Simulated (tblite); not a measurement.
# C2H11FSSi4: the cost of one run

Programs: tblite 0.8.0 and PySCF 2.14.0, with density-fitted response routines of our own. Each step states its level of theory. These are calculated values for one molecule in the gas phase, unless marked as measured. Atoms are numbered from 0 throughout.

## (1) The molecule as given

19 atoms, charge 0, multiplicity 1; geometry from: force field or distance geometry start.

Bonds of the start (Å): F0–C1 1.35, C1–Si2 1.83, Si2–Si3 2.25, Si3–Si4 2.26, Si3–Si5 2.20, Si5–C6 1.90, C6–S7 1.86, S7–Si3 2.13, C1–H8 1.10, C1–H9 1.11, Si2–H10 1.49, Si2–H11 1.49, Si4–H12 1.49, Si4–H13 1.49, Si4–H14 1.48, Si5–H15 1.48, Si5–H16 1.50, C6–H17 1.09, C6–H18 1.10.

## (2) Optimising the geometry with GFN2-xTB

Job settings and geometry (Å):

```
{"job": {"kind": "relax", "xc": "GFN2-xTB", "basis": "xTB"}, "charge": 0, "multiplicity": 1}
F      2.426000     1.191600     0.705300
C      2.871800     0.001700     0.234800
Si     1.728200    -0.638200    -1.035800
Si    -0.379900    -0.401200    -0.297600
Si    -0.700000    -1.388800     1.706300
Si    -1.147600     1.659300    -0.383900
C     -2.756100     0.784900    -0.899400
S     -1.932300    -0.653500    -1.733700
H      3.888600     0.153700    -0.149600
H      2.947500    -0.677400     1.107400
H      1.901300     0.108300    -2.316300
H      2.021900    -2.065300    -1.328200
H     -2.060600    -1.099400     2.243500
H     -0.523600    -2.860400     1.600300
H      0.297300    -0.885200     2.682800
H     -0.577500     2.516600    -1.448100
H     -1.261700     2.390800     0.915100
H     -3.371300     1.379700    -1.572100
H     -3.381900     0.491900    -0.038200
```

Run with:

```sh
> OMP_NUM_THREADS=1 python probes_run.py task.json out
```

This one command runs all jobs of the session in turn.

Q: Estimate the wall time and peak memory of this first job on 1 thread of Intel Xeon at 2.50GHz, shared host.

About 5.9 s, with a peak of 0.18 GiB.
